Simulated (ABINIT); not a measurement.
# MoN2 (P4/mbm) in ABINIT: a series of runs

The runs below take MoN2 through band structure, with PBEsol, LDA, r2SCAN, PBE, TB-mBJ.

Program: ABINIT 10.8.3 (patched build). These are calculated values, not measurements. Logs are shortened: lines on timing, memory, paths and dates and some standing lists are left out, and cuts for length are marked. The log counts tension as positive stress, the text compression.

### 1 The crystal as given

Symmetry: P4/mbm, No. 127, tetragonal system. Conventional cell: a = 4.348 Å, b = 4.348 Å, c = 2.767 Å, α = 90.00°, β = 90.00°, γ = 90.00°. Mo (site symmetry 4/m) is surrounded by 8 N at 2.24 Å. N (site symmetry m2m) is surrounded by 1 N at 1.37 Å.

Measurements of this composition are mostly on another form, of space group No. 160.

### 2 Band structure, PBEsol

Contents of run.abi:

```
# Datasets: ground state, then fixed potential
ndtset 2

# Pseudopotentials
pp_dirpath "./"
pseudos "Mo.upf, N.upf"

# Structure
acell 4.348053 4.348053 2.76746 Angstrom
rprim
     1.0000000000     0.0000000000     0.0000000000
     0.0000000000     1.0000000000     0.0000000000
     0.0000000000     0.0000000000     1.0000000000
ntypat 2
znucl 42 7
natom 6
typat 1 1 2 2 2 2
xred
     0.0000000000     0.0000000000     0.0000000000
     0.5000000000     0.5000000000     0.0000000000
     0.6116470000     0.8883530000     0.5000000000
     0.3883530000     0.1116470000     0.5000000000
     0.1116470000     0.6116470000     0.5000000000
     0.8883530000     0.3883530000     0.5000000000

# Plane-wave basis
ecut 42.0

# Exchange and correlation
ixc -116133

# Bands and occupations
occopt 3
tsmear 0.05 eV

# SCF cycle
nstep 100

# Output
iomode 3
prtwf 0
prteig 0
prtebands 0
enunit 1
prtden1 1

# Dataset 1
kptopt1 1
ngkpt1 6 6 10
nshiftk1 1
shiftk1 0.0 0.0 0.0
nband1 29
tolvrs1 1.0e-10

# Dataset 2: bands along G-X-M-G-Z-R-A-Z
iscf2 -2
getden2 1
nband2 35
nbdbuf2 4
tolwfr2 1.0e-11
kptopt2 -7
ndivsm2 6
prteig2 1
kptbounds2
     0.0000000000     0.0000000000     0.0000000000
     0.0000000000     0.5000000000     0.0000000000
     0.5000000000     0.5000000000     0.0000000000
     0.0000000000     0.0000000000     0.0000000000
     0.0000000000     0.0000000000     0.5000000000
     0.0000000000     0.5000000000     0.5000000000
     0.5000000000     0.5000000000     0.5000000000
     0.0000000000     0.0000000000     0.5000000000
```

Potentials or basis: PseudoDojo NC SR PBEsol v0.4.1 standard.

Run with:

```
> mpirun --bind-to none -np 4 abinit run.abi > log 2>&1
```

run.abo:

```text
.Version 10.8.3 of ABINIT
 DATASET    1 : space group P4/m b m (#127); Bravais tP (primitive tetrag.)
================================================================================
 Values of the parameters that define the memory need for DATASET  1.
     intxc =       0    ionmov =       0      iscf =       7    lmnmax =       6
     lnmax =       6     mgfft =      48  mpssoang =       3    mqgrid =    3001
     natom =       6  nloc_mem =       1    nspden =       1   nspinor =       1
    nsppol =       1      nsym =      16    n1xccc =    2501    ntypat =       2
    occopt =       3   xclevel =       2
       mpw =        4612          nfft =       73728          nkpt =          60
================================================================================
================================================================================

 DATASET    2 : space group P4/m b m (#127); Bravais tP (primitive tetrag.)
================================================================================
 Values of the parameters that define the memory need for DATASET  2.
     intxc =       0    ionmov =       0      iscf =      -2    lmnmax =       6
     lnmax =       6     mgfft =      48  mpssoang =       3    mqgrid =    3001
     natom =       6  nloc_mem =       1    nspden =       1   nspinor =       1
    nsppol =       1      nsym =      16    n1xccc =    2501    ntypat =       2
    occopt =       3   xclevel =       2
       mpw =        4613          nfft =       73728          nkpt =          50
================================================================================
================================================================================

--------------------------------------------------------------------------------
------------- Echo of variables that govern the present computation ------------
--------------------------------------------------------------------------------
 -outvars: echo values of preprocessed input variables --------
            acell      8.2166293509E+00  8.2166293509E+00  5.2297414644E+00 Bohr
              amu      9.59400000E+01  1.40067400E+01
             ecut      4.20000000E+01 Hartree
           enunit           1
           getden1          0
           getden2          1
             iscf1          7
             iscf2         -2
                       outvar_i_n : Printing only first  50 k-points.
              ixc     -116133
           jdtset        1    2
                       outvar_i_n : Printing only first  50 k-points.
           kptopt1          1
           kptopt2         -7
         kptrlatt        6    0    0      0    6    0      0    0   10
          kptrlen1     4.92997761E+01
          kptrlen2     3.00000000E+01
            natom           6
            nband1         29
            nband2         35
           nbdbuf1          0
           nbdbuf2          4
           ndtset           2
           ndivsm1          0
           ndivsm2          6
            ngfft          48      48      32
             nkpt1         60
             nkpt2         50
            nstep         100
             nsym          16
           ntypat           2
                       prtocc : prtvol=0, do not print more k-points.
           occopt           3
        prtebands           0
           prteig1          0
           prteig2          1
            prtwf           0
           shiftk1     0.00000000E+00  0.00000000E+00  0.00000000E+00
           shiftk2     5.00000000E-01  5.00000000E-01  5.00000000E-01
          spgroup         127
           tolvrs1     1.00000000E-10
           tolvrs2     0.00000000E+00
           tolwfr1     0.00000000E+00
           tolwfr2     1.00000000E-11
           tsmear      1.83746611E-03 Hartree
            typat      1  1  2  2  2  2
[... 830 lines left out ...]
  6.7972E-01  6.8284E-01  8.7183E-01  8.8138E-01  9.0928E-01
 Non-SCF case, kpt   50 (  0.00000  0.00000  0.50000), residuals and eigenvalues=
  1.64E-12  2.25E-12  4.02E-12  1.53E-12  3.39E-12  2.12E-12  6.33E-12  4.00E-12
  6.87E-12  6.03E-12  3.12E-12  5.22E-12  2.31E-12  5.92E-12  3.38E-12  7.48E-12
  3.19E-12  3.93E-12  4.35E-12  3.81E-12  4.78E-12  9.25E-12  4.07E-12  3.84E-12
  8.04E-12  7.46E-12  9.89E-12  6.61E-12  8.54E-12  8.77E-12  8.65E-12  9.77E-12
  6.27E-09  4.71E-06  2.86E-06
 -1.7298E+00 -1.7278E+00 -8.0798E-01 -8.0226E-01 -7.7981E-01 -7.7981E-01
 -7.6908E-01 -7.6908E-01 -1.9526E-01 -1.6144E-01  5.6955E-02  5.6955E-02
  1.7609E-01  2.0932E-01  2.5275E-01  2.5275E-01  3.0538E-01  3.2282E-01
  4.3135E-01  4.4311E-01  4.6929E-01  4.6929E-01  5.7039E-01  5.8407E-01
  6.2036E-01  6.2309E-01  6.2923E-01  6.2923E-01  6.4884E-01  6.7516E-01
  6.7516E-01  6.8310E-01  8.7542E-01  8.7543E-01  9.1666E-01

--- !ResultsGS
iteration_state: {dtset: 2, }
comment   : Summary of ground state results
lattice_vectors:
- [  8.2166294,   0.0000000,   0.0000000, ]
- [  0.0000000,   8.2166294,   0.0000000, ]
- [  0.0000000,   0.0000000,   5.2297415, ]
lattice_lengths: [   8.21663,    8.21663,    5.22974, ]
lattice_angles: [ 90.000,  90.000,  90.000, ] # degrees, (23, 13, 12)
lattice_volume:   3.5307552E+02
convergence: {deltae:  0.000E+00, res2:  0.000E+00, residm:  9.998E-12, diffor:  0.000E+00, }
etotal    :  -1.81920325E+02
entropy   :   0.00000000E+00
fermie    :   5.44110523E-01
cartesian_stress_tensor: null
pressure_GPa: null
xred      :
- [  0.0000E+00,   0.0000E+00,   0.0000E+00, Mo]
- [  5.0000E-01,   5.0000E-01,   0.0000E+00, Mo]
- [  6.1165E-01,   8.8835E-01,   5.0000E-01,  N]
- [  3.8835E-01,   1.1165E-01,   5.0000E-01,  N]
- [  1.1165E-01,   6.1165E-01,   5.0000E-01,  N]
- [  8.8835E-01,   3.8835E-01,   5.0000E-01,  N]
cartesian_forces: null
force_length_stats: {min: null, max: null, mean: null, }
...

 Integrated electronic density in atomic spheres:
 ------------------------------------------------
 Atom  Sphere_radius  Integrated_density
    1        2.00000         10.47045735
    2        2.00000         10.47045735
    3        2.00000          5.54255091
    4        2.00000          5.54255091
    5        2.00000          5.54255091
    6        2.00000          5.54255091
================================================================================

 ----iterations are completed or convergence reached----

 Mean square residual over all n,k,spin=   50.903E-13; max=  99.978E-13
 reduced coordinates (array xred) for    6 atoms
       0.000000000000      0.000000000000      0.000000000000
       0.500000000000      0.500000000000      0.000000000000
       0.611647000000      0.888353000000      0.500000000000
       0.388353000000      0.111647000000      0.500000000000
       0.111647000000      0.611647000000      0.500000000000
       0.888353000000      0.388353000000      0.500000000000

 cartesian coordinates (angstrom) at end:
    1      0.00000000000000     0.00000000000000     0.00000000000000
    2      2.17402650000000     2.17402650000000     0.00000000000000
    3      2.65947357329100     3.86260592670900     1.38373000000000
    4      1.68857942670900     0.48544707329100     1.38373000000000
    5      0.48544707329100     2.65947357329100     1.38373000000000
    6      3.86260592670900     1.68857942670900     1.38373000000000
 length scales=  8.216629350932  8.216629350932  5.229741464405 bohr
              =  4.348053000000  4.348053000000  2.767460000000 angstroms
 Eigenvalues (   eV  ) for nkpt=  50  k points:
 kpt#   1, nband= 35, wtk=  1.00000, kpt=  0.0000  0.0000  0.0000 (reduced coord)
 -47.17511  -47.11579  -21.37759  -21.37759  -21.04258  -21.04258  -21.01632  -20.94930
  -6.58074   -5.26353    2.69597    2.69597    6.31111    6.50238    7.91850    8.73030
   8.73030    9.98936   10.84786   10.87841   11.78701   11.78701   12.52974   12.98128
  15.36476   15.36476   15.80391   16.52197   16.91932   20.34196   20.56424   20.56424
  22.12814   23.41846   23.41846
 kpt#   2, nband= 35, wtk=  1.00000, kpt=  0.0000  0.0833  0.0000 (reduced coord)
 -47.17409  -47.11679  -21.37330  -21.37201  -21.04982  -21.04842  -21.01513  -20.95039
  -6.54659   -5.26765    2.62772    2.68305    6.28004    6.34854    7.94962    8.87843
   8.88449    9.93650   10.67689   10.86792   11.84792   12.00804   12.56841   13.01536
  15.38986   15.44795   15.72806   16.41177   16.92738   20.24737   20.46928   20.48495
  21.97120   23.40842   23.61564
 kpt#   3, nband= 35, wtk=  1.00000, kpt=  0.0000  0.1667  0.0000 (reduced coord)
 -47.17109  -47.11972  -21.36044  -21.35563  -21.07070  -21.06551  -21.01165  -20.95360
  -6.44765   -5.28443    2.46180    2.64012    6.01079    6.14884    8.16021    9.20279
   9.22111    9.80808   10.32745   10.91918   12.00379   12.39460   12.67931   13.11646
  15.48567   15.50714   15.68810   16.10388   16.96763   19.97550   20.19449   20.25466
[... 269 lines left out ...]
  16.92288   16.97260   17.32349   17.71071   18.07519   18.34384   18.57303   18.86163
  23.56029   24.37737   24.43474
 kpt#  49, nband= 35, wtk=  1.00000, kpt=  0.0625  0.0625  0.5000 (reduced coord)
 -47.06874  -47.01565  -21.98293  -21.83334  -21.22144  -21.20755  -20.94089  -20.92642
  -5.31240   -4.43723    1.59466    1.64664    4.85594    5.73986    6.63037    6.92172
   8.26277    9.05759   11.69864   11.96378   12.52576   12.77898   15.36402   15.55435
  16.87654   16.95399   17.17708   17.60683   17.65633   18.29227   18.49608   18.58100
  23.72364   23.98359   24.74274
 kpt#  50, nband= 35, wtk=  1.00000, kpt=  0.0000  0.0000  0.5000 (reduced coord)
 -47.06980  -47.01461  -21.98617  -21.83068  -21.21959  -21.21959  -20.92762  -20.92762
  -5.31341   -4.39290    1.54982    1.54982    4.79166    5.69590    6.87759    6.87759
   8.30977    8.78448   11.73750   12.05775   12.76994   12.76994   15.52118   15.89342
  16.88082   16.95504   17.12230   17.12230   17.65583   18.37213   18.37213   18.58813
  23.82133   23.82155   24.94359

== END DATASET(S) ==============================================================
================================================================================

 -outvars: echo values of variables after computation  --------
            acell      8.2166293509E+00  8.2166293509E+00  5.2297414644E+00 Bohr
           etotal1    -1.8192032462E+02
            fcart1    -0.0000000000E+00 -0.0000000000E+00 -0.0000000000E+00
                      -0.0000000000E+00 -0.0000000000E+00 -0.0000000000E+00
                       3.1767045136E-03 -3.1767045136E-03 -0.0000000000E+00
                      -3.1767045136E-03  3.1767045136E-03 -0.0000000000E+00
                       3.1767045136E-03  3.1767045136E-03 -0.0000000000E+00
                      -3.1767045136E-03 -3.1767045136E-03 -0.0000000000E+00
           strten1     4.2310707493E-04  4.2310707493E-04  4.9893197983E-04
                       0.0000000000E+00  0.0000000000E+00  0.0000000000E+00
           xangst      0.0000000000E+00  0.0000000000E+00  0.0000000000E+00
                       2.1740265000E+00  2.1740265000E+00  0.0000000000E+00
                       2.6594735733E+00  3.8626059267E+00  1.3837300000E+00
                       1.6885794267E+00  4.8544707329E-01  1.3837300000E+00
                       4.8544707329E-01  2.6594735733E+00  1.3837300000E+00
                       3.8626059267E+00  1.6885794267E+00  1.3837300000E+00
             xred      0.0000000000E+00  0.0000000000E+00  0.0000000000E+00
                       5.0000000000E-01  5.0000000000E-01  0.0000000000E+00
                       6.1164700000E-01  8.8835300000E-01  5.0000000000E-01
                       3.8835300000E-01  1.1164700000E-01  5.0000000000E-01
                       1.1164700000E-01  6.1164700000E-01  5.0000000000E-01
                       8.8835300000E-01  3.8835300000E-01  5.0000000000E-01
 Calculation completed.
```

It took 1.8 min on 4 MPI ranks of Arm Neoverse V2, shared host; peak memory 0.4 GiB.

What came out:

```yaml
Free_energy: -4950.3042 eV
Pressure: -13.2 GPa
Largest_force: 0.231 eV/Å
Band_gap_on_the_k_mesh: none (metal or under the smearing width)
Valence_electrons_inside_the_program's_atomic_spheres: Mo 10.47; N 5.54
```

Forces on the atoms (eV/Å):
```
Mo   0.000  0.000  0.000
Mo   0.000  0.000  0.000
N    0.163 -0.163  0.000
N   -0.163  0.163  0.000
N    0.163  0.163  0.000
N   -0.163 -0.163  0.000
```

Levels at the corners of the path, in eV from the Fermi level:
```
point  band 22  band 23  band 24  band 25  band 26  band 27
    Γ    -3.02    -2.28    -1.82     0.56     0.56     1.00
    X    -2.01    -1.18    -1.18    -0.42    -0.42     2.12
    M    -0.83     0.51     0.51     0.52     0.52     0.96
    Γ    -3.02    -2.28    -1.82     0.56     0.56     1.00
    Z    -2.04     0.72     1.09     2.07     2.15     2.32
    R    -2.51    -1.05    -1.05     2.43     2.43     2.95
    A    -5.14    -1.35    -1.35     2.39     2.39     3.29
    Z    -2.04     0.72     1.09     2.07     2.15     2.32
```

(Part 1 of 2 ends here.)
